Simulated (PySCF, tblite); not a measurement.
# C₄H₈OSi₂: geometry, infrared bands and NMR shifts

Wanted: the infrared bands and NMR shifts of C₄H₈OSi₂ (`[SiH3]OC1=CC=C[SiH2]1`), by calculation.

Computed with tblite 0.8.0 and PySCF 2.14.0, with density-fitted response routines of our own, on a single molecule in the gas phase. Atoms count from 0, in the outputs and in this text.

### 1 Starting geometry

15 atoms, charge 0, multiplicity 1; geometry from: force field or distance geometry start.

Bonds of the start (Å): Si0–O1 1.66, O1–C2 1.37, C2–C3 1.34, C3–C4 1.45, C4–C5 1.35, C5–Si6 1.88, Si6–C2 1.93, Si0–H7 1.49, Si0–H8 1.48, Si0–H9 1.48, C3–H10 1.09, C4–H11 1.08, C5–H12 1.07, Si6–H13 1.48, Si6–H14 1.48.

### 2 Relaxing the molecule with GFN2-xTB

What the job is given:

```
{"job": {"kind": "relax", "xc": "GFN2-xTB", "basis": "xTB"}, "charge": 0, "multiplicity": 1}
Si     2.602700     0.916900    -0.088300
O      1.602900    -0.165000     0.673900
C      0.260200    -0.324200     0.464300
C     -0.477100    -1.229000     1.128300
C     -1.894700    -1.305300     0.825500
C     -2.321300    -0.439000    -0.122900
Si    -0.904100     0.626000    -0.753600
H      2.116700     2.306500     0.164400
H      3.989900     0.785400     0.414200
H      2.568600     0.670500    -1.547000
H     -0.051800    -1.898800     1.879800
H     -2.544400    -2.016500     1.320900
H     -3.326500    -0.327900    -0.485600
H     -1.050700     2.051700    -0.382900
H     -0.574800     0.356700    -2.167700
```

On the command line:

```console
$ OMP_NUM_THREADS=1 python probes_run.py task.json out
```

This one command runs all jobs of the session in turn.

**Question.** This job is followed by: GFN2-xTB harmonic vibrations, gas phase; GIAO PBE0/pcSseg-1 NMR shielding, non-relativistic, gas phase. Predict these results of the whole session: strongest single infrared mode (GFN2-xTB); zero-point energy (GFN2-xTB); 13C shifts against TMS (PBE0/pcSseg-1); 1H shifts against TMS (PBE0/pcSseg-1, means over atoms taken as alike); 29Si shifts against TMS (PBE0/pcSseg-1); 17O shifts against H2O (PBE0/pcSseg-1).

The runs gave:

| quantity | value |
| --- | --- |
| strongest single infrared mode (GFN2-xTB) | 2256 cm⁻¹, 629 km/mol |
| zero-point energy (GFN2-xTB) | 61.5 kcal/mol |
| 13C shifts against TMS (PBE0/pcSseg-1) | 174.0, 158.5, 131.6, 116.6 ppm |
| 1H shifts against TMS (PBE0/pcSseg-1, means over atoms taken as alike) | 7.25, 6.39, 5.38, 5.02, 4.58 ppm |
| 29Si shifts against TMS (PBE0/pcSseg-1) | -38.3, -68.0 ppm |
| 17O shifts against H2O (PBE0/pcSseg-1) | 107.3 ppm |

What this shows: Relaxing lowered the energy by 0.185 eV in 43 steps; the close pair that moved most is Si0–O1, from 1.659 to 1.620 Å. All 39 modes are real, so the xTB geometry is a minimum. The strongest single mode, at 2256 cm⁻¹, moves mainly H13 and H14. GFN2-xTB is a fitted tight-binding method: band positions and strengths are rough. Its intensities can rank the bands wrongly. At PBE0/pcSseg-1: The largest span, 274 ppm, is at O1, where the paramagnetic term is -167 ppm.
